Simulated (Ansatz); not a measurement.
Turn this script for the Python package of Ansatz (0.2.0) into the input file that the command-line program reads.

`elastic.py`:
```python
'''Elastic constants of Pt.'''

import ansatz
import numpy as np
from pymatgen.core import Lattice, Structure
from pymatgen.io.ase import AseAtomsAdaptor

pmg_structure = Structure(
    Lattice([(-1.58422, 1.58422, 1.58422), (1.58422, -1.58422, 1.58422), (1.58422, 1.58422, -1.58422)]),
    ['Pt'],
    [
        (0.0, 0.0, 0.0),
    ],
)
crystal = ansatz.Crystal.from_ase(AseAtomsAdaptor.get_atoms(pmg_structure))

calc = (
    crystal.calculation()
    .functional('pbesol')
    .occupations('fermi_dirac', width=0.1)
    .scf(tolerance=1e-10)
    .basis(450)
    .kpoints(19, 19, 19)
)
done = calc.elastic('relaxed_ion').run()
elastic = done.elastic

C = np.asarray(elastic.c_gpa)
for i in range(6):
    for j in range(i, 6):
        if abs(C[i, j]) > 0.05:
            print(f'C{i + 1}{j + 1} = {C[i, j]:.1f} GPa')
print('smallest eigenvalue of C:', round(elastic.stability.min_eigenvalue_gpa, 1), 'GPa; tensor positive definite:', elastic.stability.min_eigenvalue_gpa > 0)
# averaged moduli need a positive definite tensor
if elastic.stability.min_eigenvalue_gpa > 0:
    m = elastic.moduli
    anisotropy = 5 * m.g_voigt_gpa / m.g_reuss_gpa + m.k_voigt_gpa / m.k_reuss_gpa - 6
    print(f'Voigt K {m.k_voigt_gpa:.1f} G {m.g_voigt_gpa:.1f}; Reuss K {m.k_reuss_gpa:.1f} G {m.g_reuss_gpa:.1f}; universal anisotropy index {anisotropy:.3f}')
```

Running `python elastic.py` prints:
```text
C11 = 145.6 GPa
C12 = 250.3 GPa
C13 = 250.3 GPa
C22 = 145.6 GPa
C23 = 250.3 GPa
C33 = 145.6 GPa
C44 = 136.7 GPa
C55 = 136.7 GPa
C66 = 136.7 GPa
smallest eigenvalue of C: -104.7 GPa; tensor positive definite: False
```

`input.yaml`:
```yaml
crystal:
  lattice:
    - [-1.58422, 1.58422, 1.58422]
    - [1.58422, -1.58422, 1.58422]
    - [1.58422, 1.58422, -1.58422]
  atoms:
    - { symbol: Pt, position: [0.0, 0.0, 0.0] }
basis:
  ecutwfc: 450.0
kpoints:
  mp_grid:
    grid: [19, 19, 19]
hamiltonian:
  xc: pbesol
scf:
  convergence:
    dr2_threshold: 1.0e-10
  occupations:
    method: fermi_dirac
    width: 0.1
elastic:
  mode: relaxed_ion
```

Reading the output:
- Spin is left out of this run.
- The cell isn't relaxed first, so the values belong to this volume.
- Spin-orbit coupling, which matters for elements this heavy, is left out.
- At these settings the cell as given stands under about -11 GPa, so it isn't at this functional's equilibrium volume.
- This isn't the structure that Pt takes at ambient conditions.
- Shear constants of a metal converge slowly with the k-point mesh and can be wrong in sign on a coarse one; the constants belong to the cell that was strained.
- The whole script took 100 s on 1 thread of Arm Neoverse N1, with other jobs on the host, peak memory 0.63 GiB.

(A comment or docstring line of the script was reworded after the run, the code is as it ran; lines on the test bed's own set-up are left out of the output.)
